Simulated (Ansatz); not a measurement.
# AlBNH4F (SMILES [NH2][AlH][BH]F): levels of theory compared

Wanted: a comparison of 4 runs (BHLYP/def2-SVPD, BLYP/def2-SVPD, SVWN5/def2-SVPD, revPBE/def2-SVPD) of AlBNH4F. 

Program for the calculation: Ansatz 0.2.0.

92 further runs of the same task are left out: 92 set aside as unsound or not needed.

## 1. The molecule

AlBNH4F has 8 atoms, charge 0, and is taken as a singlet. As SMILES, `[NH2][AlH][BH]F`. The B3–H8 distance was set to 2.175 Å, away from the relaxed value. At this shape a bond of the SMILES string is far longer than usual.

Bond lengths: N1–Al2 1.770 Å, Al2–B3 2.169 Å, B3–F4 1.330 Å, N1–H5 1.008 Å, N1–H6 1.008 Å, Al2–H7 1.590 Å. Angles: N1–Al2–B3 116.8°, Al2–B3–F4 118.5°, N1–Al2–H7 116.9°, B3–Al2–H7 126.3°, Al2–N1–H5 125.6°, Al2–N1–H6 124.3°, H5–N1–H6 110.2°.

## 2. The energy at BHLYP/def2-SVPD (run 1)

molecule.yaml

```yaml
crystal:
  periodic: [false, false, false]
  atoms:
    - {symbol: "N", position_ang: [-1.778266, 1.850165, 0.095299]}
    - {symbol: Al, position_ang: [-0.384966, 0.859365, 0.554199]}
    - {symbol: B, position_ang: [0.080634, -0.826435, -0.728701]}
    - {symbol: F, position_ang: [-0.721266, -1.080835, -1.758301]}
    - {symbol: H, position_ang: [-2.108866, 2.662265, 0.591599]}
    - {symbol: H, position_ang: [-2.357866, 1.675665, -0.710501]}
    - {symbol: H, position_ang: [0.406034, 1.291665, 1.863399]}
    - {symbol: H, position_ang: [1.753200, -2.203800, -0.542400]}
basis:
  gaussian: {orbitals: def2-SVPD}
hamiltonian: {xc: {name: BHLYP}}
accuracy: high
output: {orbitals: {seedname: orbitals}}
```

The run is started by

```bash
$ ansatz run molecule.yaml --threads 1 --pin off --max-ram 3480MiB --events-out events.jsonl --progress --plain --runs-dir runs
```

What it wrote:

```text
Warning: RAYON_NUM_THREADS=1 ignored (pool sized by the plan → 1); use --threads N
Functional definition: BHLYP
  name "BHLYP"
  parameter a = 0.5
  exchange = (1 - a)*b88_x + a*exact_x
  correlation = lyp_c
2441 factors; integrals over basis functions are off by at most 3.0e-9 eV
mean field evaluation 1: about -11530.1473 eV, gradient 5.3e1 eV
mean field evaluation 2: about -11525.3398 eV, gradient 6.9e1 eV
mean field evaluation 4: about -11535.7824 eV, gradient 1.5e0 eV
mean field evaluation 8: about -11535.9479 eV, gradient 1.6e-1 eV
mean field evaluation 16: about -11535.9480 eV, gradient 2.4e-5 eV
mean field -11535.94799214 eV, -423.9382693646 hartree, gradient 8.1e-8 eV, S^2 0.000000; 0 other end points of the search recorded, 0 dependent functions left out
reference -11535.94802357 eV, -423.9382705197 hartree; 19, 19 occupied and 100, 100 virtual orbitals, 2441 factors
Total energy: -11535.94802357 eV, -423.9382705197 hartree
```

Run time: 15 s. Hardware: 1 thread of Arm Neoverse V1, shared host; peak memory 0.43 GiB.

## 3. A single-point energy at BLYP/def2-SVPD (run 2)

input.yaml

```yaml
crystal:
  periodic: [false, false, false]
  atoms:
    - {symbol: "N", position_ang: [-1.778266, 1.850165, 0.095299]}
    - {symbol: Al, position_ang: [-0.384966, 0.859365, 0.554199]}
    - {symbol: B, position_ang: [0.080634, -0.826435, -0.728701]}
    - {symbol: F, position_ang: [-0.721266, -1.080835, -1.758301]}
    - {symbol: H, position_ang: [-2.108866, 2.662265, 0.591599]}
    - {symbol: H, position_ang: [-2.357866, 1.675665, -0.710501]}
    - {symbol: H, position_ang: [0.406034, 1.291665, 1.863399]}
    - {symbol: H, position_ang: [1.753200, -2.203800, -0.542400]}
basis:
  gaussian:
    orbitals: def2-SVPD
total_charge: 0
hamiltonian:
  xc: {name: BLYP}
accuracy: high
output: {orbitals: {seedname: orbitals}}
```

The run is started by

```bash
$ ansatz run input.yaml --threads 1 --pin off --max-ram 3480MiB --events-out events.jsonl --progress --plain --runs-dir runs
```

What it wrote:

```text
Warning: RAYON_NUM_THREADS=1 ignored (pool sized by the plan → 1); use --threads N
Functional definition: BLYP
  name "BLYP"
  parameter beta = 0.0042
  parameter a = 0.04918
  parameter b = 0.132
  parameter c = 0.2533
  parameter d = 0.349
  exchange = b88_x(beta = beta)
  correlation = lyp_c(a = a, b = b, c = c, d = d)
2441 factors; integrals over basis functions are off by at most 3.0e-9 eV
mean field evaluation 1: about -11526.4818 eV, gradient 7.4e1 eV
mean field evaluation 2: about -11460.8365 eV, gradient 1.5e2 eV
mean field evaluation 4: about -11537.1007 eV, gradient 1.2e1 eV
mean field evaluation 8: about -11537.5549 eV, gradient 5.2e-1 eV
mean field evaluation 16: about -11537.5531 eV, gradient 1.2e-4 eV
mean field -11537.55312017 eV, -423.9972567318 hartree, gradient 5.2e-8 eV, S^2 0.000000; 0 other end points of the search recorded, 0 dependent functions left out
reference -11537.55318167 eV, -423.9972589921 hartree; 19, 19 occupied and 100, 100 virtual orbitals, 2441 factors
Total energy: -11537.55318167 eV, -423.9972589921 hartree
```

Run time: 10 s. Hardware: 1 thread of Arm Neoverse V1, shared host; peak memory 0.35 GiB.

Run 3 isn't shown in full; the table further down has it.

## 4. A single-point energy at revPBE/def2-SVPD (run 4)

input.yaml, as its differences from that of step 3:

```diff
@@ -12,7 +12,4 @@
 basis:
-  gaussian:
-    orbitals: def2-SVPD
-total_charge: 0
-hamiltonian:
-  xc: {name: BLYP}
+  gaussian: {orbitals: def2-SVPD}
+hamiltonian: {xc: {name: revPBE}}
 accuracy: high
```

The run is started by

```bash
$ ansatz run input.yaml --threads 1 --pin off --max-ram 3480MiB --events-out events.jsonl --progress --plain --runs-dir runs
```

What it wrote:

```text
Warning: RAYON_NUM_THREADS=1 ignored (pool sized by the plan → 1); use --threads N
Functional definition: revPBE
  name "revPBE"
  parameter kappa = 1.245
  parameter beta = 0.06672455060314922
  exchange = pbe_x(kappa = kappa, mu = beta*pi^2/3)
  correlation = pbe_c(beta = beta)
2441 factors; integrals over basis functions are off by at most 3.0e-9 eV
mean field evaluation 1: about -11525.9621 eV, gradient 6.8e1 eV
mean field evaluation 2: about -11466.1052 eV, gradient 1.4e2 eV
mean field evaluation 4: about -11535.1060 eV, gradient 1.2e1 eV
mean field evaluation 8: about -11535.5457 eV, gradient 3.9e-1 eV
mean field evaluation 16: about -11535.5429 eV, gradient 9.9e-5 eV
mean field -11535.54291084 eV, -423.9233829016 hartree, gradient 6.2e-8 eV, S^2 0.000000; 0 other end points of the search recorded, 0 dependent functions left out
reference -11535.54291734 eV, -423.9233831406 hartree; 19, 19 occupied and 100, 100 virtual orbitals, 2441 factors
Total energy: -11535.54291734 eV, -423.9233831406 hartree
```

Wall time 10 s (1 thread of Arm Neoverse V1, shared host); peak memory 0.35 GiB.

## 5. The series

```csv
run,level,energy (Eh),HOMO energy (eV),LUMO energy (eV),HOMO–LUMO gap (eV),wall time
1,BHLYP/def2-SVPD,-423.938271,-7.58,-1.72,5.85,15 s
2,BLYP/def2-SVPD,-423.997259,-5.49,-3.35,2.14,10 s
3,SVWN5/def2-SVPD,-421.594020,-5.68,-3.69,1.99,7.2 s
4,revPBE/def2-SVPD,-423.923383,-5.56,-3.42,2.14,10 s
```

## 6. Outcome

```
            quantity          value
 run 4: total energy  -423.92338 Eh
  run 4: HOMO energy       -5.56 eV
  run 4: LUMO energy       -3.42 eV
run 4: HOMO–LUMO gap        2.14 eV
```

**Reading.** The HOMO–LUMO gap runs from 1.99 eV (SVWN5/def2-SVPD) to 5.85 eV (BHLYP/def2-SVPD). Totals of different functionals can't be ranked against each other. All runs together took 42 s, the longest 15 s.
